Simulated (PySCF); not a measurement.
**MnNBr: relaxation and vibrations of the doublet**

Aim: relax MnNBr as a doublet from a linear start, check by its vibrations whether the end is a minimum, and collect its spectrum and constants.

Method: PBE0, basis Mn def2-SVP, N def2-SVP, Br def2-SVP, no relativity, density fitting; program: PySCF 2.14.0.

### 1 Starting geometry

3 atoms, charge 0, spin multiplicity 2.

Bond lengths: Mn1–N2 1.650 Å, Mn1–Br3 2.330 Å. Angles: N2–Mn1–Br3 180.0°.

```xyz
3
charge 0 multiplicity 2
Mn    0.0000    0.0000   -1.0873
N     0.0000    0.0000   -2.7373
Br    0.0000    0.0000    1.2427
```

### 2 Relaxation: linear start, doublet

One driver script runs all steps and calls PySCF; scf.py shows how it sets up the SCF of each step. The optimiser is the driver's own. Before each start the driver seeks the lowest SCF state from one or more starting densities and follows internal instabilities, so scf.py alone need not reach the same state.

The program finds C∞v symmetry in the start, which this walk keeps.

The input, scf.py:

```python
from pyscf import gto, scf, dft
mol = gto.M(atom='''
Mn     0.000000    -0.000000    -1.087348
N      0.000000    -0.000000    -2.737348
Br     0.000000     0.000000     1.242652''',
    basis={'Mn': 'def2-SVP', 'N': 'def2-SVP', 'Br': 'def2-SVP'},
    charge=0, spin=1)
mf = dft.UKS(mol, xc='PBE0')
mf.grids.atom_grid = (50, 194)
aux = {'Mn': 'def2-universal-JKFIT', 'N': 'def2-universal-JKFIT', 'Br': 'def2-universal-JKFIT'}
mf = mf.density_fit(auxbasis=aux)
mf.kernel()
```

Further steps of the session: Vibrations and properties at this point; Leaving the saddle point; Vibrations and properties at this point.

Q: Predict the outcome of this session. Wanted: minimum; geometry; wavenumbers; dipole moment; highest occupied, lowest empty level; polar-tensor charge of Mn1; zero-point energy; atomisation energy; ⟨S²⟩.

As calculated:

| quantity | value |
| --- | --- |
| minimum | broken-symmetry (Ms = 1/2), Cs |
| geometry | Mn–Br 2.285 Å, Mn–N 1.508 Å; Br–Mn–N 126.2° |
| wavenumbers (cm⁻¹) | 139 (a'), 327 (a'), 725 (a') |
| dipole moment | 3.54 D |
| highest occupied, lowest empty level (either spin) | -6.28, -3.41 eV |
| polar-tensor charge of Mn1 | +0.80 e |
| zero-point energy | 7.1 kJ/mol |
| entropy at 298.15 K | 300.2 J/(mol K) |
| atomisation energy (no zero-point energy) | 464 kJ/mol |
| ⟨S²⟩ | 1.724 |

**Reading.** From C∞v at the start the molecule goes to a Cs minimum, after a stop at a second-order saddle point 11.1 kJ/mol higher, from which it was pushed off along an imaginary mode. The determinant is spin-contaminated (⟨S²⟩ = 1.72 against 0.75), so it is no pure spin state. The strongest infrared band lies at 725 cm⁻¹ (a', stretch). Other starts or spin states, not run here, may lie lower. Open d and f shells are described by one determinant, and the ground state may have another occupation or spin.
